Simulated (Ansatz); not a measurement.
# SiH2SF (SMILES F[SiH]S): UBLYP/STO-3G

Aim: the electronic atomisation energy of SiH2SF at UBLYP/STO-3G, from 5 runs. 

The results are computed with Ansatz 0.2.0.

72 further runs of the same task are left out: 4 that didn't finish, 68 set aside as unsound or not needed.

### 1 Starting point

The species is SiH2SF (5 atoms), meant as a doublet with charge 0. SMILES: `F[SiH]S`. The coordinates come from a PBE0-D4/def2-TZVP relaxation. This is one conformer, not always the lowest.

Bond lengths: F1–Si2 1.603 Å, Si2–S3 2.122 Å, Si2–H4 1.489 Å, S3–H5 1.344 Å. Angles: F1–Si2–S3 112.5°, F1–Si2–H4 107.6°, S3–Si2–H4 105.3°, Si2–S3–H5 95.0°.

### 2 A single-point energy at UBLYP/STO-3G

File run.yaml:

```yaml
crystal:
  periodic: [false, false, false]
  atoms:
    - {symbol: F, position_ang: [-1.242300, -0.527200, 1.134200]}
    - {symbol: Si, position_ang: [-0.629400, -0.168000, -0.303300]}
    - {symbol: S, position_ang: [1.400700, 0.438500, -0.191800]}
    - {symbol: H, position_ang: [-0.621800, -1.416500, -1.115500]}
    - {symbol: H, position_ang: [1.142700, 1.599500, 0.435000]}
basis:
  gaussian: {orbitals: STO-3G}
total_charge: 0
magnetization: {spin_polarized: true, initial_magnetization: 1}
hamiltonian: {xc: {name: BLYP}}
accuracy: high
```

Launch:

```bash
$ ansatz run run.yaml --threads 1 --pin off --max-ram 2610MiB --events-out events.jsonl --progress --plain --runs-dir runs
```

Standard output:

```text
Warning: RAYON_NUM_THREADS=1 ignored (pool sized by the plan → 1); use --threads N
Functional definition: BLYP
  name "BLYP"
  parameter beta = 0.0042
  parameter a = 0.04918
  parameter b = 0.132
  parameter c = 0.2533
  parameter d = 0.349
  exchange = b88_x(beta = beta)
  correlation = lyp_c(a = a, b = b, c = c, d = d)
461 factors; integrals over basis functions are off by at most 2.7e-8 eV
mean field evaluation 1: about -21206.6501 eV, gradient 1.2e1 eV
mean field evaluation 2: about -21204.3721 eV, gradient 2.2e1 eV
mean field evaluation 4: about -21207.7177 eV, gradient 1.7e0 eV
mean field evaluation 8: about -21207.7119 eV, gradient 2.8e-2 eV
mean field evaluation 16: about -21207.7119 eV, gradient 7.7e-7 eV
mean field -21207.71190025 eV, -779.3690372308 hartree, gradient 5.8e-8 eV, S^2 0.750493; 0 other end points of the search recorded, 0 dependent functions left out
reference -21207.71193590 eV, -779.3690385407 hartree; 21, 20 occupied and 4, 5 virtual orbitals, 461 factors
Total energy: -21207.71193590 eV, -779.3690385407 hartree
```

It took 2.3 s on 1 thread of Arm Neoverse V1, shared host; peak memory 0.14 GiB.

### 3 The F atom, same level

File run.yaml:

```yaml
crystal:
  periodic: [false, false, false]
  atoms:
    - {symbol: F, position_ang: [0.000000, 0.000000, 0.000000]}
basis:
  gaussian:
    orbitals: STO-3G
magnetization:
  spin_polarized: true
  initial_magnetization: 1
hamiltonian:
  xc: {name: BLYP}
accuracy: high
```

Launch:

```bash
$ ansatz run run.yaml --threads 1 --pin off --max-ram 2610MiB --events-out events.jsonl --progress --plain --runs-dir runs
```

Standard output:

```text
Warning: RAYON_NUM_THREADS=1 ignored (pool sized by the plan → 1); use --threads N
[... 9 set-up lines as earlier in the session ...]
15 factors; integrals over basis functions are off by at most 1.2e-9 eV
mean field evaluation 1: about -2673.1267 eV, gradient 1.0e-11 eV
mean field evaluation 2: about -2673.1279 eV, gradient 3.4e-11 eV
mean field evaluation 4: about -2673.1273 eV, gradient 0.0e0 eV
mean field evaluation 8: about -2673.1275 eV, gradient 2.7e-2 eV
mean field evaluation 16: about -2673.1272 eV, gradient 6.9e-13 eV
mean field -2673.12786617 eV, -98.2356371706 hartree, gradient 0.0e0 eV, S^2 0.750000; 5 other end points of the search recorded, 0 dependent functions left out
reference -2673.12787566 eV, -98.2356375193 hartree; 5, 4 occupied and 0, 1 virtual orbitals, 15 factors
Total energy: -2673.12787566 eV, -98.2356375193 hartree
```

Run time: 0.47 s. Hardware: 1 thread of Arm Neoverse V1, shared host.

### 4 The H atom

File job.yaml:

```yaml
crystal:
  periodic: [false, false, false]
  atoms:
    - symbol: H
      position_ang: [0.000000, 0.000000, 0.000000]
basis:
  gaussian:
    orbitals: STO-3G
magnetization:
  spin_polarized: true
  initial_magnetization: 1
total_charge: 0
accuracy: high
hamiltonian:
  xc: {name: BLYP}
```

Run the same way, it converges to -0.46274 Eh (log not shown).

### 5 The S atom, same level

File job.yaml:

```yaml
crystal:
  periodic: [false, false, false]
  atoms:
    - {symbol: S, position_ang: [0.000000, 0.000000, 0.000000]}
basis:
  gaussian:
    orbitals: STO-3G
magnetization:
  spin_polarized: true
  initial_magnetization: 2
accuracy: high
hamiltonian:
  xc: {name: BLYP}
```

Run the same way, it converges to -393.62799 Eh (log not shown).

### 6 The Si atom at the same level

File input.yaml:

```yaml
crystal:
  periodic: [false, false, false]
  atoms:
    - {symbol: Si, position_ang: [0.000000, 0.000000, 0.000000]}
basis:
  gaussian:
    orbitals: STO-3G
magnetization:
  spin_polarized: true
  initial_magnetization: 2
hamiltonian:
  xc: {name: BLYP}
accuracy: high
```

Run the same way, it converges to -285.90455 Eh (log not shown).

### 7 Results

At UBLYP/STO-3G:

```
                     quantity          value
       molecule: total energy  -779.36904 Eh
               molecule: ⟨S²⟩          0.750
         F atom: total energy   -98.23564 Eh
                 F atom: ⟨S²⟩          0.750
         H atom: total energy    -0.46274 Eh
                 H atom: ⟨S²⟩          0.750
         S atom: total energy  -393.62799 Eh
                 S atom: ⟨S²⟩          2.000
        Si atom: total energy  -285.90455 Eh
                Si atom: ⟨S²⟩          2.000
electronic atomisation energy      18.378 eV
```

What this shows: Taking the molecule apart into free atoms costs 18.38 eV (1773 kJ/mol), before zero-point energy and without spin-orbit coupling. In a minimal basis such a difference can be off by several eV, whatever the method.
